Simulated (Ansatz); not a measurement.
Predict the output of the script below (Ansatz's Python interface).

`al2pd_fold.py`
```python
import warnings

import ansatz as az
from pymatgen.core import Lattice, Structure
from pymatgen.io.ase import AseAtomsAdaptor
from tabulate import tabulate

warnings.simplefilter('ignore', az.DeckWarning)

pmg_structure = Structure(
    Lattice([(0.0, 2.94953557, 2.94953557), (2.94953557, 0.0, 2.94953557), (2.94953557, 2.94953557, 0.0)]),
    ['Al', 'Al', 'Pd'],
    [
        (0.25, 0.25, 0.25),
        (0.75, 0.75, 0.75),
        (0.0, 0.0, 0.0),
    ],
)
structure = az.Crystal.from_ase(AseAtomsAdaptor.get_atoms(pmg_structure))

mesh = (6, 6, 6)
rows = []
for repeats in [(1, 1, 1), (1, 2, 1), (2, 2, 1)]:
    job = (
        structure.supercell(*repeats).calculation()
        .functional('lda')
        .pseudopotentials('paw')
        .occupations('Fermi-Dirac', width=0.1)
        .scf(tolerance=1e-07)
        .kpoints(*(k // n for k, n in zip(mesh, repeats)))
    )
    summary = job.run(threads=1, backend='cpu').report
    n = len(summary['lattice']['sites'])
    rows.append((repeats, n, summary['free_energy_ev'] / n, summary['fermi_energy_ev'], summary['n_kpoints'], summary['n_symmetry_ops']))
print(tabulate(rows, headers=['repeats', 'atoms', 'F/atom eV', 'Fermi level eV', 'k-points', 'symmetry operations'], floatfmt='.4f', tablefmt='pipe'))
```

```console
$ python al2pd_fold.py
| repeats   |   atoms |   F/atom eV |   Fermi level eV |   k-points |   symmetry operations |
|:----------|--------:|------------:|-----------------:|-----------:|----------------------:|
| (1, 1, 1) |       3 |  -2624.0973 |          10.2265 |         16 |                    48 |
| (1, 2, 1) |       6 |  -2624.0973 |          10.2265 |         16 |                    24 |
| (2, 2, 1) |      12 |  -2624.0973 |          10.2265 |         16 |                    32 |
```

Notes:
- Total energies depend on the potentials; only differences at equal settings carry meaning.
- No spin polarisation was allowed.
- For a metal this k-point mesh is coarse: on a finer one energies can move by several to tens of meV an atom and pressures by half a GPa or more, differences at one mesh by less.
- The structure comes from a database of computed cells and needn't be a stable or known phase.
- The count of operations in a supercell holds its pure translations too, and an uneven repeat can lower the point group.
- It ran for 15 s on 1 thread of Arm Neoverse V1 (shared host), peak memory 0.59 GiB.

(Lines on the test bed's own set-up are left out of the output.)
